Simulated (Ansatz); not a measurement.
# Mo: the cost of one run

Program: Ansatz 0.2.0. Level of theory: DFT r2SCAN, scalar-relativistic, plane waves, PAW. These are calculated values, not measurements.

The COD entry's cell or inner coordinates are ideal or old and differ from later refinements, so a difference from it is no clean test against experiment.

### 1 The system as given

The structure is cubic, space group Im-3m (No. 229). The conventional cell has a = 3.142 Å, b = 3.142 Å, c = 3.142 Å, α = 90.00°, β = 90.00°, γ = 90.00°. Mo (site symmetry m-3m) is surrounded by 8 Mo at 2.72 Å.

As a file:

```xyz
1
Lattice="-1.5710 1.5710 1.5710 1.5710 -1.5710 1.5710 1.5710 1.5710 -1.5710" Properties=species:S:1:pos:R:3 pbc="T T T"
Mo    0.0000    0.0000    0.0000
```

The cell is taken as given, not relaxed at this level.

### 2 The reference cell

The reference gives a free energy of -4967.5985 eV, pressure 2.35 GPa, largest force 0.000 eV/Å and gap on the mesh none (metal). It was computed beforehand with the settings of the runs below.

### 3 Next: energy and stress against strain

The cell is strained by ε times the Voigt pattern (0, 1, 0, 0, 0, 0) (xx, yy, zz, yz, xz, xy; engineering shear), with fractional coordinates fixed (clamped ions). The stress on the pattern is the sum of the stress components weighted by it, tension positive.

### 4 Point ε = -0.0600

input.yaml

```yaml
crystal:
  lattice:
    - [-1.571, 1.47674, 1.571]
    - [1.571, -1.47674, 1.571]
    - [1.571, 1.47674, -1.571]
  atoms:
    - { symbol: Mo, position: [0.0, 0.0, 0.0] }
basis:
  ecutwfc: 500
kpoints:
  mp_grid: { grid: [22, 22, 22] }
hamiltonian:
  xc: r2scan
scf:
  occupations: { method: gaussian, width: 0.15 }
output:
  forces: true
  stress: true
  eigenvalues: true
```

On the command line:

```console
$ ansatz run input.yaml --threads 1 --pin off --max-ram 2560MiB --backend cpu --events-out ev --progress --plain --runs-dir out
```

Q: Estimate wall time and peak memory on 1 thread of Intel Xeon Platinum 8488C (Sapphire Rapids), shared host.

About 11 s, with a peak of 0.5 GiB.
